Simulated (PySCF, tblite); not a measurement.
# C8H13B: geometry, infrared bands and NMR shifts

Wanted: the infrared bands and NMR shifts of C8H13B (`CCB[C@@H]1CCC12C=C2`), by calculation.

Programs: tblite 0.8.0 and PySCF 2.14.0, with density-fitted response routines of our own. Each step states its level of theory. These are calculated values for one molecule in the gas phase, unless marked as measured. Atoms count from 0, in the outputs and in this text.

### Step 1. The molecule as given

22 atoms, charge 0, multiplicity 1; geometry from: force field or distance geometry start.

Bonds of the start (Å): C0–C1 1.53, C1–B2 1.58, B2–C3 1.59, C3–C4 1.55, C4–C5 1.54, C5–C6 1.51, C6–C7 1.40, C7–C8 1.47, C6–C3 1.50, C8–C6 1.40, C0–H9 1.10, C0–H10 1.12, C0–H11 1.11, C1–H12 1.11, C1–H13 1.10, B2–H14 1.20, C3–H15 1.12, C4–H16 1.12, C4–H17 1.11, C5–H18 1.12, C5–H19 1.10, C7–H20 1.09, C8–H21 1.08.

### Step 2. Geometry optimisation with GFN2-xTB

What the job is given:

```
{"job": {"kind": "relax", "xc": "GFN2-xTB", "basis": "xTB"}, "charge": 0, "multiplicity": 1}
C      2.509300     1.185500    -0.436200
C      1.854100     0.375400    -1.561800
B      0.317700     0.121000    -1.271100
C     -0.170800    -0.715200    -0.009400
C     -1.350800    -1.685300    -0.292300
C     -2.307700    -0.877500     0.610400
C     -1.131900     0.027000     0.877400
C     -1.121300     1.358000     1.316500
C     -0.764700     0.254400     2.212400
H      3.566700     1.361500    -0.669700
H      1.993700     2.172200    -0.336700
H      2.437800     0.642300     0.534100
H      2.367200    -0.608400    -1.631000
H      1.972300     0.916100    -2.515500
H     -0.498300     0.607900    -1.998300
H      0.654100    -1.218100     0.566800
H     -1.687000    -1.682600    -1.357100
H     -1.164600    -2.712000     0.095300
H     -2.645400    -1.454700     1.504100
H     -3.102600    -0.363700     0.048800
H     -1.280200     2.416400     1.126200
H     -0.458000    -0.100700     3.186100
```

Command:

```bash
$ OMP_NUM_THREADS=1 python probes_run.py task.json out
```

One launch serves the whole session: the jobs run in the order shown.

**Question.** This job is followed by: GFN2-xTB harmonic vibrations, gas phase; GIAO PBE0/pcSseg-1 NMR shielding, non-relativistic, gas phase. What will the session give for the following? strongest single infrared mode (GFN2-xTB); zero-point energy (GFN2-xTB); 13C shifts against TMS (PBE0/pcSseg-1); 1H shifts against TMS (PBE0/pcSseg-1, means over atoms taken as alike); 11B shifts against BF3·OEt2 (PBE0/pcSseg-1); surface potential, 1st and 99th percentile.

The runs gave:

| quantity | value |
| --- | --- |
| strongest single infrared mode (GFN2-xTB) | 2606 cm⁻¹, 148 km/mol |
| zero-point energy (GFN2-xTB) | 116.0 kcal/mol |
| 13C shifts against TMS (PBE0/pcSseg-1) | 134.4, 134.1, 46.2, 37.6, 25.7, 24.3, 20.7, 12.5 ppm |
| 1H shifts against TMS (PBE0/pcSseg-1, means over atoms taken as alike) | 7.89, 7.78, 7.63, 3.26, 2.35, 2.34, 2.18, 2.16, 1.67, 0.82, 0.78 ppm |
| 11B shifts against BF3·OEt2 (PBE0/pcSseg-1) | 88.9 ppm |
| surface potential, 1st and 99th percentile | -0.37 V and 1.15 V |

**Reading.** Over 175 steps the energy fell by 1.494 eV; of the close pairs, C7–C8 changed most, 1.466 to 1.306 Å. No mode is imaginary among the 60: a minimum at this level. The strongest single mode, at 2606 cm⁻¹, moves mainly H14. GFN2-xTB is a fitted tight-binding method: band positions and strengths are rough. Its intensities can rank the bands wrongly. By nearest atom (PBE0/pcSseg-1), the HOMO sits on C7, C8 about 20 % each; C3 16 % and the LUMO on B2 48 %; H14 13 %.
